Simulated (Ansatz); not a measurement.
Runs of Ansatz 0.2.0 on BW. It takes space group I4_1/amd (No. 141, tetragonal). Conventional cell: a = 3.115 Å, b = 3.115 Å, c = 16.930 Å, α = 90.00°, β = 90.00°, γ = 90.00°. Around W (site symmetry 2mm) lie 6 B at 2.24 to 2.35 Å. B (site symmetry 2mm) is surrounded by 2 B at 1.74 Å. 

```tsv
task	level	potentials or basis	cell	k mesh	cutoff (eV)	points for each segment of the path	gap on the mesh (eV)	pressure (GPa)	relaxed volume (Å³/atom)	largest force (eV/Å)
band structure	LDA	Ansatz PAW	as given	12 × 12 × 12	420	10	none	-3.1	-	1.91
band structure	HSE06	Ansatz PAW	as given	8 × 8 × 8	420	4	none	-	-	2.09
band structure	r2SCAN	Ansatz PAW	as given	12 × 12 × 12	500	10	none	6.1	-	2.11
relaxation of cell and atoms	LDA	Ansatz PAW	relaxed	12 × 12 × 12	420	-	none	0.0	10.08	-
single point	PBEsol	Ansatz PAW	as given	12 × 12 × 12	420	-	none	3.2	-	(a)
relaxation of cell and atoms	PBEsol	Ansatz PAW	relaxed	12 × 12 × 12	420	-	none	0.0	10.26	-
relaxation of cell and atoms	r2SCAN	Ansatz PAW	relaxed	12 × 12 × 12	500	-	none	0.0	10.34	-
single point	PBEsol	JTH PAW	as given	12 × 12 × 12	1290	-	none	4.2	-	(b)
```

Alike in all rows: no spin polarisation; smearing fermi-dirac 0.05 eV.

Problem. Estimate the missing entries.

Solution. (a) 2.05; (b) 2.07.

Caveats: the PAW data sets come from PBE, with cores solved anew for the run's functional, which leaves a small shift of forces and pressure (some runs); forces of over 1 eV/Å show positions far from the minimum, so gaps and moduli don't describe the material at rest (some runs); the plane-wave basis is chosen anew once the cell has moved, so the energies of steps on either side of that aren't comparable (some runs).

A k mesh can miss the band edges, and the runs leave out spin-orbit coupling on W.

A gap of «none» marks a metal or a gap under the smearing width.

Not every run made on this cell is shown here.
